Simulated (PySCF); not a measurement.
# SnS(OH)2: relaxation and vibrations of the singlet

Aim: relax SnS(OH)2 as a singlet from a trigonal pyramidal start, check by its vibrations whether the end is a minimum, and collect its spectrum and constants.

The runs use PySCF 2.14.0; PBE0, basis Sn def2-SVP with ECP28, S def2-SVP, O def2-SVP, H def2-SVP, scalar-relativistic core potentials, no spin–orbit coupling, density fitting.

## (1) Where the work starts

6 atoms, charge 0, spin multiplicity 1.

Bond lengths: Sn1–S2 2.240 Å, Sn1–O3 2.030 Å, Sn1–O4 2.030 Å, O3–H5 0.960 Å, O4–H6 0.960 Å. Angles: S2–Sn1–O3 99.8°, S2–Sn1–O4 99.8°, O3–Sn1–O4 99.8°, Sn1–O3–H5 130.0°, Sn1–O4–H6 130.0°.

```xyz
6
charge 0 multiplicity 1
Sn    0.0832    0.1521   -0.3584
S    -0.9057   -1.5607    0.6932
O     1.8756    0.1521    0.5946
O    -0.8130    1.7043    0.5946
H     2.4204   -0.5833    0.8843
H    -0.4485    2.5439    0.8843
```

## (2) Relaxation: trigonal pyramidal start, singlet

The steps below are one call of a driver around PySCF. For each, scf.py gives the equivalent set-up of the SCF; relaxations use the driver's own optimiser. Before each start the driver seeks the lowest SCF state from one or more starting densities and follows internal instabilities, so scf.py alone need not reach the same state.

The program finds C1 symmetry in the start. Threshold on the gradient: 0.0003 Eh/bohr, with a further test on the energy change.

scf.py reads:

```python
from pyscf import gto, scf, dft
mol = gto.M(atom='''
Sn     0.083188     0.152061    -0.358366
S     -0.905712    -1.560739     0.693234
O      1.875588     0.152061     0.594634
O     -0.813012     1.704261     0.594634
H      2.420388    -0.583339     0.884334
H     -0.448512     2.543861     0.884334''',
    basis={'Sn': 'def2-SVP', 'S': 'def2-SVP', 'O': 'def2-SVP', 'H': 'def2-SVP'},
    ecp={'Sn': 'def2-SVP'},
    charge=0, spin=0)
mf = dft.RKS(mol, xc='PBE0')
mf.grids.atom_grid = (50, 194)
aux = {'Sn': 'def2-universal-JKFIT', 'S': 'def2-universal-JKFIT', 'O': 'def2-universal-JKFIT', 'H': 'def2-universal-JKFIT'}
mf = mf.density_fit(auxbasis=aux)
mf.kernel()
```

The runs that follow: Frequencies.

Q: Predict the outcome of this session. Wanted: minimum; geometry; wavenumbers; dipole moment; highest occupied, lowest empty level; polar-tensor charge of Sn1; zero-point energy; atomisation energy.

As calculated:

| quantity | value |
| --- | --- |
| minimum | singlet, Cs |
| geometry | O–H 0.967 Å (×2), Sn–O 1.960 Å, Sn–O 1.973 Å, Sn–S 2.212 Å; H–O–Sn 109.5°, H–O–Sn 112.3°, O–Sn–O 97.0°, O–Sn–S 131.0°, O–Sn–S 132.1° |
| wavenumbers (cm⁻¹) | 120 (a'), 172 (a'), 205 (a''), 323 (a''), 364 (a''), 474 (a'), 635 (a'), 656 (a'), 846 (a'), 888 (a'), 3850 (a'), 3874 (a') |
| dipole moment | 2.87 D |
| highest occupied, lowest empty level | -7.12, -2.37 eV |
| polar-tensor charge of Sn1 | +1.45 e |
| zero-point energy | 74.2 kJ/mol |
| entropy at 298.15 K | 335.8 J/(mol K) |
| atomisation energy (no zero-point energy) | 1805 kJ/mol |

What this shows: From C1 at the start the molecule goes to a Cs minimum. In the infrared the band at 323 cm⁻¹ (a'') leads. Only this shape and spin were tried, so other structures or states may lie lower.
